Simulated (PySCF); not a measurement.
# CsLi: bond curves at several levels of theory

The task here is to estimate one member of a computed series from the others.

Method: Cs def2-TZVP with ECP46, Li def2-TZVP, scalar-relativistic core potentials; program: PySCF 2.14.0.

Set-up of the first run:

The job is set up so:

```json
{
 "atoms": "Cs, Li",
 "charge": "0",
 "basis": "Cs def2-TZVP with ECP46, Li def2-TZVP",
 "Hamiltonian": "scalar-relativistic core potentials",
 "basis functions": "43",
 "electrons treated": "12",
 "masses in u": "132.9054, 7.0160",
 "levels": "PBE0, PBE, r²SCAN, B2PLYP, TPSS, M06-2X, HF, MP2, SCS-MP2, CCSD, CCSD(T)",
 "grid": "80 radial by 434 angular points",
 "occupations": "held fixed by the projection of orbital angular momentum",
 "dissociation limit": "Cs + Li, each in its ground configuration",
 "starting distance in angstrom": "3.490",
 "values of 2S to try": "0, 2"
}
```

Run with:

```console
$ OMP_NUM_THREADS=1 python dia.py task.json out
```

Among the steps run: Input; First curve: PBE0; Other states along the same grid; PBE (GGA); r²SCAN (meta-GGA); B2PLYP; TPSS (meta-GGA); M06-2X; RHF (mean field); Adding correlation.

One table of the session follows, with a row left open; its other results are not shown here.

It belongs to the step «The curves together». Energy (eV) from each level's lowest point:

```
R (Å)    RHF  RHF-MP2  RHF-SCS-MP2  RHF-CCSD  RHF-CCSD(T)
3.224  0.243    0.141        0.153       n/a          n/a
3.374  0.140    0.067        0.076     0.073        0.071
3.524      ?        ?            ?         ?            ?
3.636  0.033    0.006        0.008     0.007        0.007
3.749  0.011    0.000        0.000     0.000        0.000
3.861  0.000    0.004        0.002     0.002        0.002
4.011  0.000    0.022        0.017     0.018        0.017
4.199  0.020    0.061        0.053     0.052        0.050
4.424  0.064    0.123        0.111     0.108        0.103
4.724  0.146    0.222        0.206       n/a          n/a
```

Estimate the missing values for R (Å) = 3.524.

Worked estimate for «RHF». A straight line through the neighbours (3.374, 0.140) and (3.636, 0.033) gives 0.140 + (0.033 − 0.140) × (3.524 − 3.374) / (3.636 − 3.374) = 0.079; a parabola fitted to 4 rows on both sides gives 0.068.

As computed: RHF: 0.068; RHF-MP2: 0.023; RHF-SCS-MP2: 0.028; RHF-CCSD: 0.026; RHF-CCSD(T): 0.026. In «RHF» the line misses by +0.011 and the parabola by 0.000.
